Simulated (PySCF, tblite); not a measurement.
# C6H6BN: geometry, infrared bands and NMR shifts

What infrared bands and NMR shifts should C6H6BN (`C=CC#CC#CBN`) show?

Computed with tblite 0.8.0 and PySCF 2.14.0, with density-fitted response routines of our own, on a single molecule in the gas phase. Atoms are numbered from 0 throughout.

**1. The starting structure**

14 atoms, charge 0, multiplicity 1; geometry from: force field or distance geometry start.

Bonds of the start (Å): C0–C1 1.34, C1–C2 1.42, C2–C3 1.22, C3–C4 1.41, C4–C5 1.21, C5–B6 1.53, B6–N7 1.52, C0–H8 1.08, C0–H9 1.09, C1–H10 1.08, B6–H11 1.18, N7–H12 1.05, N7–H13 1.04.

**2. Relaxing the molecule with GFN2-xTB**

What the job is given:

```
{"job": {"kind": "relax", "xc": "GFN2-xTB", "basis": "xTB"}, "charge": 0, "multiplicity": 1}
C      4.137500    -0.490300     0.349700
C      3.396900     0.565700    -0.028200
C      1.975700     0.480300    -0.057800
C      0.762600     0.427100    -0.105700
C     -0.646700     0.342300    -0.131700
C     -1.853400     0.278600    -0.177400
B     -3.379100     0.199400    -0.223300
N     -4.099200    -0.901100     0.542300
H      5.213300    -0.417500     0.379100
H      3.656000    -1.425300     0.632200
H      3.887200     1.485800    -0.293100
H     -3.991700     0.967000    -0.872500
H     -5.134100    -0.766100     0.391700
H     -3.925600    -0.746500     1.552700
```

The run is started by

```console
$ OMP_NUM_THREADS=1 python probes_run.py task.json out
```

This one command runs all jobs of the session in turn.

**Question.** This job is followed by: GFN2-xTB harmonic vibrations, gas phase; GIAO PBE0/pcSseg-1 NMR shielding, non-relativistic, gas phase. Predict these results of the whole session: strongest single infrared mode (GFN2-xTB); zero-point energy (GFN2-xTB); ¹³C shifts against TMS (PBE0/pcSseg-1); ¹H shifts against TMS (PBE0/pcSseg-1, means over atoms taken as alike); ¹¹B shifts against BF3·OEt2 (PBE0/pcSseg-1); ¹⁵N shifts against NH3 (PBE0/pcSseg-1).

**Answer**, as computed:

```
                                                              quantity                                     value
                             strongest single infrared mode (GFN2-xTB)                     1369 cm⁻¹, 310 km/mol
                                          zero-point energy (GFN2-xTB)                             62.1 kcal/mol
                                ¹³C shifts against TMS (PBE0/pcSseg-1)  140.5, 124.2, 99.7, 99.7, 87.2, 85.6 ppm
¹H shifts against TMS (PBE0/pcSseg-1, means over atoms taken as alike)          6.23, 6.21, 6.04, 4.63, 4.46 ppm
                           ¹¹B shifts against BF3·OEt2 (PBE0/pcSseg-1)                                  26.4 ppm
                                ¹⁵N shifts against NH3 (PBE0/pcSseg-1)                                 123.5 ppm
```

In words: Over 74 steps the energy fell by 0.852 eV; of the close pairs, B6–N7 changed most, 1.522 to 1.385 Å. The lowest mode is slightly imaginary (11i cm⁻¹), a soft motion within the noise of the Hessian, so the minimum is not strictly shown. The strongest single mode, at 1369 cm⁻¹, is spread over many atoms; the largest shares are those of B6, N7. Unscaled tight-binding wavenumbers are off by several per cent, some by more. Its intensities can rank the bands wrongly.
